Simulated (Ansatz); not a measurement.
# CH3CdClO: a ladder of functionals and wavefunction methods

The task here is to estimate one member of a computed series from the others.

Program: Ansatz 0.2.0, Gaussian basis. Level of theory: functionals in def2-TZVPP, the program's frozen cores in correlated methods. These are calculated values, not measurements.

Plan: LDA (SPW92), PBE-D4, revPBE-D4, BLYP-D4, r2SCAN-D4, B97M-V, PBE0-D4, B3LYP-D4, r2SCANh-D4, r2SCAN0-D4, HSE06-D4, BHLYP-D4, CAM-B3LYP-D4, LC-ωPBE, ωB97X-V, ωB97M-V, B2PLYP, PBE-QIDH; CCSD(T)/def2-SVP; CCSD(T)/def2-TZVPP; MP2/def2-QZVPP; extrapolation to the limit; RPA on PBE.

## The geometry

The geometry comes from an earlier relaxation with PBE0-D4 in a triple-zeta def2 set; it is a stationary point, not always the lowest conformer. Cd takes the def2 core potential; no spin-orbit term is included.

SMILES `C[O][Cd][Cl]`, 7 atoms, charge 0, spin multiplicity 1.

Atoms are counted from 1 here; the program's logs count them from 0.

Bond lengths: C1–O2 1.402 Å, C1–H5 1.099 Å, C1–H6 1.099 Å, C1–H7 1.096 Å, O2–Cd3 1.962 Å, Cd3–Cl4 2.264 Å. Angles: O2–C1–H5 113.2°, O2–C1–H6 113.2°, O2–C1–H7 107.9°, H5–C1–H6 107.7°, H5–C1–H7 107.2°, H6–C1–H7 107.2°, C1–O2–Cd3 122.5°, O2–Cd3–Cl4 175.8°.

Coordinates:

```xyz
7
CH3CdClO
C     0.76366    0.87159    0.17044
O     0.08735   -0.15298    0.84666
Cd   -1.15190   -1.37515   -0.05874
Cl   -2.60627   -2.86019   -0.95646
H     1.42972    0.50206   -0.62195
H     0.08852    1.61354   -0.27877
H     1.38895    1.40113    0.89883
```

The first run:

The input, in.yaml:

```yaml
crystal:
  periodic: [false, false, false]
  atoms:
    - {symbol: C, position_ang: [0.763657, 0.871593, 0.170443]}
    - {symbol: O, position_ang: [0.087351, -0.152983, 0.846663]}
    - {symbol: Cd, position_ang: [-1.151902, -1.375146, -0.058742]}
    - {symbol: Cl, position_ang: [-2.606267, -2.860187, -0.956463]}
    - {symbol: H, position_ang: [1.429715, 0.502057, -0.621951]}
    - {symbol: H, position_ang: [0.088522, 1.613538, -0.278774]}
    - {symbol: H, position_ang: [1.388945, 1.401127, 0.898834]}
basis:
  gaussian: {orbitals: def2-TZVPP}
hamiltonian: {xc: lda}
output: {orbitals: {seedname: orbitals}}
```

Among the steps run: LDA; PBE-D4 (GGA); revPBE-D4 (GGA); BLYP-D4 (GGA); r2SCAN-D4 (meta-GGA); B97M-V (meta-GGA); PBE0-D4 (hybrid); B3LYP-D4 (hybrid); r2SCANh-D4 (hybrid); r2SCAN0-D4 (hybrid); HSE06-D4 (hybrid); BHLYP-D4 (hybrid); CAM-B3LYP-D4 (range-separated); LC-ωPBE (range-separated); ωB97X-V (range-separated); ωB97M-V (range-separated); B2PLYP (double hybrid); PBE-QIDH (double hybrid).

One of the session's tables, all rows but one given; the rest of the session is left out.

It belongs to the step «Orbital energies across the functionals». 

| functional | HOMO (eV) | LUMO (eV) | gap (eV) |
| --- | --- | --- | --- |
| LDA (SPW92) | -6.21 | -2.98 | 3.23 |
| PBE-D4 | -6.01 | -2.69 | 3.32 |
| revPBE-D4 | ? | ? | ? |
| BLYP-D4 | -5.94 | -2.66 | 3.28 |
| r2SCAN-D4 | -6.30 | -2.46 | 3.84 |
| B97M-V | -6.40 | -2.59 | 3.82 |
| PBE0-D4 | -7.50 | -1.80 | 5.70 |
| B3LYP-D4 | -7.29 | -2.13 | 5.16 |
| r2SCANh-D4 | -6.86 | -2.14 | 4.73 |
| r2SCAN0-D4 | -7.71 | -1.66 | 6.05 |
| HSE06-D4 | -7.10 | -2.17 | 4.93 |
| BHLYP-D4 | -8.97 | -1.01 | 7.95 |
| CAM-B3LYP-D4 | -8.96 | -0.90 | 8.06 |
| LC-ωPBE | -10.25 | 0.42 | 10.66 |
| ωB97X-V | -9.94 | 0.21 | 10.15 |
| ωB97M-V | -9.88 | -0.03 | 9.85 |

Q: Estimate the row for revPBE-D4 from the others.

As computed: HOMO (eV): -5.94; LUMO (eV): -2.57; gap (eV): 3.37.
